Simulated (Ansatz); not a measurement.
KRb2BiF6, space group Fm-3m, a single point

Computed with the Ansatz DFT code, driven from Python.

Typed at the interpreter:
```pycon
>>> import warnings
>>> import ansatz as az
>>> from ase import Atoms
>>> from ase.io import write
>>> import numpy as np
>>> warnings.simplefilter("ignore", az.DeckWarning)
>>> lattice = az.Lattice.of(
...     (0.0, 4.6845, 4.6845),
...     (4.6845, 0.0, 4.6845),
...     (4.6845, 4.6845, 0.0),
... )
>>> sites = [
...     ("K", (0.5, 0.5, 0.5)),
...     ("Rb", (0.25, 0.25, 0.25)),
...     ("Rb", (0.75, 0.75, 0.75)),
...     ("Bi", (0.0, 0.0, 0.0)),
...     ("F", (0.765, 0.235, 0.235)),
...     ("F", (0.235, 0.765, 0.235)),
...     ("F", (0.235, 0.765, 0.765)),
...     ("F", (0.765, 0.235, 0.765)),
...     ("F", (0.235, 0.235, 0.765)),
...     ("F", (0.765, 0.765, 0.235)),
... ]
>>> system = az.Crystal(lattice=lattice)
>>> for symbol, position in sites:
...     system = system.atom(symbol, position)
...
>>> # the calculation
>>> setup = (
...     system.calculation()
...     .functional(az.Functional.R2SCAN)
...     .pseudopotentials("paw")
...     .kpoints(3, 3, 3)
...     .occupations("fixed")
...     .compute(stress=True, potential=True)
... )
>>> session = setup.session()
>>> planned = session.plan(threads=1)
>>> outcome = planned.execute()

>>> data = outcome.report
>>> outcome.unlabelled_reasons
['no_forces']
>>> data["n_iterations"], data["closed_by"]
(7, 'deck_thresholds')
>>> outcome.lattice.cell_ang
array([[0.    , 4.6845, 4.6845],
       [4.6845, 0.    , 4.6845],
       [4.6845, 4.6845, 0.    ]])
>>> energy = data["free_energy_ev"]
>>> print("KRb2BiF6: {:.6f} eV = {:.6f} Ry = {:.6f} Ha".format(energy, energy / 13.605693, energy / 27.211386))
KRb2BiF6: -25378.547188 eV = -1865.288831 Ry = -932.644415 Ha
>>> print("Fermi level {:.4f} eV, {} k-points, {} symmetry operations".format(data["fermi_energy_ev"], data["n_kpoints"], data["n_symmetry_ops"]))
Fermi level 3.3284 eV, 4 k-points, 48 symmetry operations
>>> print(setup.to_yaml())
crystal:
  lattice:
    - [0.0, 4.6845, 4.6845]
    - [4.6845, 0.0, 4.6845]
    - [4.6845, 4.6845, 0.0]
  atoms:
    - { symbol: K, position: [0.5, 0.5, 0.5] }
    - { symbol: Rb, position: [0.25, 0.25, 0.25] }
    - { symbol: Rb, position: [0.75, 0.75, 0.75] }
    - { symbol: Bi, position: [0.0, 0.0, 0.0] }
    - { symbol: F, position: [0.765, 0.235, 0.235] }
    - { symbol: F, position: [0.235, 0.765, 0.235] }
    - { symbol: F, position: [0.235, 0.765, 0.765] }
    - { symbol: F, position: [0.765, 0.235, 0.765] }
    - { symbol: F, position: [0.235, 0.235, 0.765] }
    - { symbol: F, position: [0.765, 0.765, 0.235] }
kpoints:
  mp_grid:
    grid: [3, 3, 3]
hamiltonian:
  xc: r2scan
  pseudopotentials:
    kind: paw
scf:
  occupations:
    method: fixed
output:
  write_potential: true
  stress: true
>>> image = Atoms([s.symbol for s in outcome.lattice.sites], positions=[s.position_ang for s in outcome.lattice.sites], cell=outcome.lattice.cell_ang, pbc=True)
>>> write("final.extxyz", image)
>>> # pressure is a third of the trace
>>> stress = np.array(data["stress_gpa"])
>>> print(f"pressure {np.trace(stress) / 3:.3f} GPa")
pressure 2.509 GPa
>>> print("stress tensor, GPa, positive in compression")
stress tensor, GPa, positive in compression
>>> np.round(stress, 3) + 0.0
array([[2.509, 0.   , 0.   ],
       [0.   , 2.509, 0.   ],
       [0.   , 0.   , 2.509]])
>>> v = outcome.potential()
>>> line = v.v_es_ev.mean(axis=(0, 1))
>>> print("planar mean of the electrostatic potential along the third grid axis (eV):")
planar mean of the electrostatic potential along the third grid axis (eV):
>>> np.round(line[:: max(len(line) // 12, 1)], 3)
array([ 1.732,  2.902,  1.122, -2.204,  1.928,  5.488,  5.074,  5.298,
        4.837, -1.029, -1.248,  3.11 ,  2.059])
```

It writes `final.extxyz`:
```text
10
Lattice="0.0 4.6845 4.6845 4.6845 0.0 4.6845 4.6845 4.6845 0.0" Properties=species:S:1:pos:R:3 pbc="T T T"
K        4.68450000       4.68450000       4.68450000
Rb       2.34225000       2.34225000       2.34225000
Rb       7.02675000       7.02675000       7.02675000
Bi       0.00000000       0.00000000       0.00000000
F        2.20171500       4.68450000       4.68450000
F        4.68450000       2.20171500       4.68450000
F        7.16728500       4.68450000       4.68450000
F        4.68450000       7.16728500       4.68450000
F        4.68450000       4.68450000       2.20171500
F        4.68450000       4.68450000       7.16728500
```

Absolute energies stand on the zero of these potentials, so only differences at equal settings mean something. A total without «per atom» is that of the cell as typed. The Fermi level of a run with fixed occupations marks the highest occupied state on its mesh, not mid-gap. An absolute Fermi energy rests on an arbitrary zero of the periodic potential and has no direct meaning. Spin-orbit coupling, which matters for elements this heavy, is left out. The structure is a deposited one; some such entries were measured under pressure or heat, so a shift against it needn't be the functional's error alone. Run time: 12 s on 1 thread of Arm Neoverse V1, on a shared host, peak memory 1.1 GiB.

(Lines on the test bed's own set-up are left out of the output.)
